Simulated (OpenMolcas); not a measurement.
# Hf³⁺ among point charges: CASSCF and CASPT2 levels and susceptibility

Aim: the splitting of the states of Hf³⁺ in the field of 8 point charges, its lowest levels with spin-orbit coupling and its magnetic susceptibility.

Method: state-averaged CASSCF and CASPT2, spin-orbit coupling by RASSI with atomic mean-field integrals. Code: OpenMolcas 26.06.

## Step 1: The atom as given

* Species: Hf³⁺ (hafnium, Z = 72, 69 electrons)
* Basis: ANO-RCC-VDZP [7s6p4d2f1g], 68 functions
* Scalar Hamiltonian: DKH2, point nucleus
* Inactive shells: 1s 2s 2p 3s 3p 3d 4s 4p 4d 4f 5s 5p
* Active space: 1 electron in 5 orbitals (5d)
* Some configurations of this space: 5d
* Orbitals: optimised for each spin and parity, averaged over all roots

Outer shells as boxes (Hund's rule):

5d
```
5d [↑ ][  ][  ][  ][  ]
```

The ion sits among 8 point charges of -1 e arranged as a cube (Oh), 2.13 Å from the ion.

Each step is its own input file, run in one work folder so that later steps find the files of earlier ones. Labels, J, g values, rates, χT and fits are worked out afterwards by a script from the matrices that RASSI stores. The input lists half of the charges; inversion (Group=XYZ) makes the rest.

## Step 2: GATEWAY and SEWARD: basis and integrals

File a.inp:

```
&GATEWAY
Coord
1

Hf 0.0 0.0 0.0
Basis=ANO-RCC-VDZP
Group=XYZ
NoMove
AngMom=0.0 0.0 0.0
AMFI
XField
4 Angstrom 0
1.229756 1.229756 1.229756 -1.000000
1.229756 1.229756 -1.229756 -1.000000
1.229756 -1.229756 1.229756 -1.000000
1.229756 -1.229756 -1.229756 -1.000000
&SEWARD
```

## Step 3: CASSCF: doublets of even parity, 5 roots

File a.inp:

```
&RASSCF
FileOrb=start.orb
Symmetry=1
Spin=2
nActEl=1 0 0
Inactive=15 19
Ras2=5 0
CIRoot=5 5 1
SDav=5
CIMx=300
Iter=120 100
PrWF=0.3
OrbListing=Nothing
MaxOrb=0
>>> COPY $Project.JobIph JOB001
```

start.orb holds the contracted functions of the basis, ordered by shell, or the orbitals of the step before.

## Step 4: State interaction with spin-orbit coupling

File a.inp:

```
&RASSI
NrOfJobIphs=1 5
1 2 3 4 5
IphNames
JOB001
EJob
SpinOrbit
DIPRint=1.0
SOCoupling=1000.0
Subsets=2
Property=9
'ANGMOM' 1 'ANGMOM' 2 'ANGMOM' 3 'MLTPL  1' 1 'MLTPL  1' 2 'MLTPL  1' 3
'AMFI' 1 'AMFI' 2 'AMFI' 3
SOProperty=3
'ANGMOM' 1 'ANGMOM' 2 'ANGMOM' 3
```

## Step 5: CASPT2: IPEA 0.25, imaginary shift 0.1 (closed shells correlated: 4f 5s 5p)

File a.inp:

```
>>> COPY JOB001 $Project.JobIph
&CASPT2
Multistate=5 1 2 3 4 5
NoMult
Frozen=14 9
IPEA=0.25
Imaginary=0.1
MaxIter=60
WThr=0.0 0.3 0.05
PrWF=0.5
NoMix
```

(Steps that only read results are left out.)

Q: Predict the outcome of this session. Wanted: spin-free ground state; first state of the same spin within the active space; lowest level; next level.

The runs gave:

| quantity | value |
| --- | --- |
| method | SS-CASPT2, IPEA 0.25, imaginary shift 0.1 (closed shells correlated: 4f 5s 5p) |
| spin-free ground state | 2E, 2-fold in its orbital part |
| first state of the same spin within the active space | 2T2 at 11800 cm⁻¹ |
| lowest level | 4-fold Γ8 |
| next level | 11729.9 cm⁻¹ |
| χT at 300 K | 0.21 cm³ K/mol |
| effective moment at 300 K | 1.30 μB |

Cost by method:

```tsv
method	time of its own steps	time with the reference
A. CASSCF	2.8 s	2.8 s
B. SS-CASPT2, IPEA 0.25, imaginary shift 0.1, +4f 5s 5p	1.2 s	4 s
```

Times are of one thread on a shared host.

What this shows: The spin-free ground state (2E) comes to 100 % from free-ion D terms and keeps the highest spin of the shell. χT at 300 K is 0.21, against 0.38 cm³ K/mol for the spin alone, so orbital moment lowers it. A ligand-field fit to the states below 45000 cm-1 gives 10Dq = -11812 cm-1, the gap between the two states. CASPT2 does not keep the components of a term degenerate, and the means are used. An orbital doublet at a regular site is open to a Jahn-Teller distortion, which this geometry leaves out. The field of point charges can differ much from that of real complexes. This is an electrostatic model: the charges have no orbitals.
